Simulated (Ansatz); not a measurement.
# RuC (triplet): wave-function methods side by side, def2-TZVPP

The task here is to estimate one member of a computed series from the others.

The runs use Ansatz 0.2.0, Gaussian basis; def2-TZVPP, core rule «outside noble gas», up to 5 orbitals frozen.

Plan: UHF; ROHF; CCSD(T) on UHF.

2 further runs of the same task are left out: 2 set aside as unsound or not needed.

## What is computed

The geometry is a PBE0/def2-TZVP stationary point (not a proven minimum). No spin-orbit coupling is included. Elements past krypton take def2 core potentials.

2 atoms, charge 0, spin multiplicity 3.

Atoms are counted from 1 here; the program's logs count them from 0.

Bond lengths: Ru1–C2 1.605 Å.

Set-up of the first run:

Input file in.yaml:

```yaml
crystal:
  periodic: [false, false, false]
  atoms:
    - {symbol: Ru, position_ang: [0.000000, 0.000000, 0.000000]}
    - {symbol: C, position_ang: [0.000000, 0.000000, 1.605400]}
basis:
  gaussian: {orbitals: def2-TZVPP}
magnetization: {spin_polarized: true, initial_magnetization: 2}
hamiltonian: {xc: hf}
output: {orbitals: {seedname: orbitals}}
```

On the command line:

```console
> ansatz run in.yaml --threads 1 --pin off --events-out ev --progress --plain --max-ram 4096MiB --backend cpu
```

Among the steps run: UHF; ROHF; CCSD(T) on UHF.

One of the session's tables, all rows but one given; the rest of the session is left out.

It belongs to the step «Misses and costs». 

```
  method  from UCCSD(T) (meV)
    ROHF             +12852.1
     UHF                    ?
    UMP2              +1313.2
   UCCSD               +748.9
UCCSD(T)                    0
```

Estimate the missing values for UHF.

The run gave: from UCCSD(T) (meV): +12048.2. In the column «from UCCSD(T) (meV)» it lies between UMP2 (+1313.2) and ROHF (+12852.1).

The program flags UCCSD(T) as in doubt (see the logs), so the zero of the table is itself unsure.

With the free atoms at the same levels and basis (separate runs), the atomisation energy is 5.948 eV at UCCSD(T), 1.017 eV at ROHF.

Limits of these values: The determinant is far from a pure spin state, so its energy mixes those of several spin states (harmless only where they are near-degenerate, as at dissociation). The program flags UCCSD(T) as in doubt, so the zero of the table is itself unsure.
